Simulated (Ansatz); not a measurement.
**TiSn3O8: the band gap up the ladder of functionals**

One table from this session's results is given with a row withheld; the runs are named, their logs left out.

Code: Ansatz 0.2.0. PAW datasets, plane waves. Spin-unpolarised throughout. Whether this structure exists isn't addressed.

### The system as given

The cell was relaxed beforehand with r2SCAN.

Space group Pmm2 (No. 25), orthorhombic; conventional cell a = 3.371 Å, b = 7.289 Å, c = 5.400 Å, 11.06 Å³ an atom. Near Sn stand 4 O at 1.99–2.05 Å; near Sn stand 6 O at 1.99–2.35 Å; near O stand 4 Sn at 2.05–2.35 Å; near O stand 1 Ti at 1.97 Å and 1 Sn at 2.06 Å; near O stand 2 Sn at 1.99 Å.

Coordinates:

```cif
data_structure
_symmetry_space_group_name_H-M 'P 1'
_symmetry_Int_Tables_number 1
_cell_length_a 3.3711
_cell_length_b 7.2889
_cell_length_c 5.3998
_cell_angle_alpha 90.000
_cell_angle_beta 90.000
_cell_angle_gamma 90.000
_cell_volume 132.68
loop_
_atom_site_label
_atom_site_type_symbol
_atom_site_fract_x
_atom_site_fract_y
_atom_site_fract_z
_atom_site_occupancy
Sn1 Sn 0.50000 0.25177 0.48241 1
Sn2 Sn 0.00000 0.00000 0.01092 1
O1 O 0.50000 0.00000 0.31361 1
O2 O 0.00000 0.25596 0.17144 1
O3 O 0.00000 0.26260 0.67799 1
O4 O 0.50000 0.00000 0.81356 1
Sn3 Sn 0.50000 0.74823 0.48241 1
Ti1 Ti 0.00000 0.50000 0.01257 1
O5 O 0.50000 0.50000 0.32399 1
O6 O 0.00000 0.74404 0.17144 1
O7 O 0.00000 0.73740 0.67799 1
O8 O 0.50000 0.50000 0.86167 1
```

The first run:

input.yaml

```yaml
crystal:
  lattice:
    - [3.3710775277, 0.0, 0.0]
    - [0.0, 7.2889466714, 0.0]
    - [0.0, 0.0, 5.3998412862]
  atoms:
    - { symbol: Sn, position: [0.5, 0.2517709426, 0.4824134883] }
    - { symbol: Sn, position: [0.0, 0.0, 0.0109224949] }
    - { symbol: O, position: [0.5, 0.0, 0.3136057587] }
    - { symbol: O, position: [0.0, 0.2559588231, 0.1714389986] }
    - { symbol: O, position: [0.0, 0.2626016971, 0.6779920361] }
    - { symbol: O, position: [0.5, 0.0, 0.8135585877] }
    - { symbol: Sn, position: [0.5, 0.7482290574, 0.4824134883] }
    - { symbol: Ti, position: [0.0, 0.5, 0.0125695903] }
    - { symbol: O, position: [0.5, 0.5, 0.3239868586] }
    - { symbol: O, position: [0.0, 0.7440411769, 0.1714389986] }
    - { symbol: O, position: [0.0, 0.7373983029, 0.6779920361] }
    - { symbol: O, position: [0.5, 0.5, 0.8616676639] }
kpoints:
  mp_grid: { grid: [8, 4, 6] }
  band_path:
    path:
      - [[0.0, 0.0, 0.0], [0.5, 3.998539195913e-18, 2.083005524418e-18], [0.5, 0.5, 2.083005524418e-18], [2.674632204605e-35, 0.5, -1.792793672718e-33], [0.0, 0.0, 0.0], [6.637868438026e-36, -3.848663116402e-49, 0.5], [0.5, 3.998539195913e-18, 0.5], [0.5, 0.5, 0.5], [-5.466638570156e-35, 0.5, 0.5], [6.637868438026e-36, -3.848663116402e-49, 0.5]]
      - [[0.5, 3.998539195913e-18, 2.083005524418e-18], [0.5, 3.998539195913e-18, 0.5]]
      - [[2.674632204605e-35, 0.5, -1.792793672718e-33], [-5.466638570156e-35, 0.5, 0.5]]
      - [[0.5, 0.5, 2.083005524418e-18], [0.5, 0.5, 0.5]]
    npoints: 10
hamiltonian:
  xc: pbe
scf:
  occupations: { method: fermi_dirac, width: 0.02 }
  n_extra_bands: 7
output:
  forces: true
  stress: true
  eigenvalues: true
  write_density: true
  write_potential: true
  elf: true
  volumetric_format: npy
```

Among the steps run: Band structure with PBE; r2SCAN; Single point with HSE06; Single point with PBE+SOC; PBE0.

One table of the session follows, with a row left open; its other results are not shown here.

```
  level  gap (eV)
    PBE      1.94
 r2SCAN      2.52
  HSE06         ?
PBE+SOC      1.95
   PBE0      4.22
```

Estimate the missing values for HSE06.

As computed: gap (eV): 3.50. In the column «gap (eV)» it lies between r2SCAN (2.52) and PBE0 (4.22).

Meshes: PBE 8×4×6, r2SCAN 8×4×6, HSE06 4×2×4, PBE+SOC 8×4×6, PBE0 4×2×4

What this shows: PBE gives the least gap, 1.94 eV, and PBE0 the largest, 4.22 eV. Against HSE06, PBE is short by 1.56 eV, at 56 % of it, and r2SCAN 72 %. PBE0 lies 0.72 eV above HSE06, which differs from it by screening the long-range exchange.

Caveats from the session: Warnings in the runs' records: stress scf threshold loose, stress exchange threshold loose.
